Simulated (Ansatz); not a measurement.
# FH3NSb: the cost of one run

Program: the Python package of Ansatz 0.2.0. Level of theory: CAM-B3LYP/def2-SVP. These are calculated values, not measurements.

**1. Starting point**

Bond lengths: N1–Sb2 2.053 Å, Sb2–F3 1.986 Å, N1–H4 1.092 Å, N1–H5 1.030 Å, Sb2–H6 1.774 Å. Angles: N1–Sb2–F3 89.5°, N1–Sb2–H6 91.2°, F3–Sb2–H6 92.8°, Sb2–N1–H4 105.3°, Sb2–N1–H5 111.5°, H4–N1–H5 102.1°.

The script holds or builds the structure itself.

**2. The code**

fh3nsb_scan.py

```python
import warnings

import ansatz as az
import numpy as np

warnings.simplefilter("ignore", az.DeckWarning)

geometry_ang = [
    ("N", (-0.8656, 0.0912, -0.6077)),
    ("Sb", (-0.0036, -0.1995, 1.2327)),
    ("F", (0.8023, -1.8886, 0.569)),
    ("H", (-1.1304, 1.1499, -0.6385)),
    ("H", (-0.1708, 0.0196, -1.3648)),
    ("H", (1.4102, 0.7632, 0.7631)),
]
mol = az.Crystal.molecule()
for symbol, xyz in geometry_ang:
    mol = mol.atom(symbol, xyz)

symbols = [site.symbol for site in mol.cartesian_sites]
start = np.array([site.position_ang for site in mol.cartesian_sites])
axis = (start[3] - start[0]) / np.linalg.norm(start[3] - start[0])
moving = [3]
lengths, energies = [0.961, 1.004, 1.048, 1.092, 1.135, 1.179, 1.223, 1.288], []
for length in lengths:
    xyz = start.copy()
    xyz[moving] += (length - np.linalg.norm(start[3] - start[0])) * axis
    point = az.Crystal.molecule()
    for symbol, place in zip(symbols, xyz):
        point = point.atom(symbol, place.tolist())
    base = (
        point.calculation()
        .basis(gaussian="def2-SVP")
        .functional("CAM-B3LYP")
    )
    rep = base.run(threads=1, backend="cpu").report
    energies.append(rep["free_energy_ev"])
    print(f"r = {length:6.3f} A  E = {energies[-1]:.5f} eV  <S^2> = {abs(rep['mean_field']['state']['spin_squared']):.3f}")

fit = np.polynomial.Polynomial.fit(lengths, np.array(energies) - min(energies), 4).convert()
roots = [r.real for r in fit.deriv().roots() if abs(r.imag) < 1e-9 and fit.deriv(2)(r.real) > 0]
r_e = min(roots, key=lambda r: abs(r - lengths[int(np.argmin(energies))]))
print(f"minimum of the fit at {r_e:.4f} A, force constant {fit.deriv(2)(r_e):.2f} eV/A^2")
```

**3. Launch**

The run is started by

```
python fh3nsb_scan.py
```

What time and memory should one allow on 1 thread of AMD EPYC 9R14 (Zen 4), shared host?

About 11 s, with a peak of 0.22 GiB.
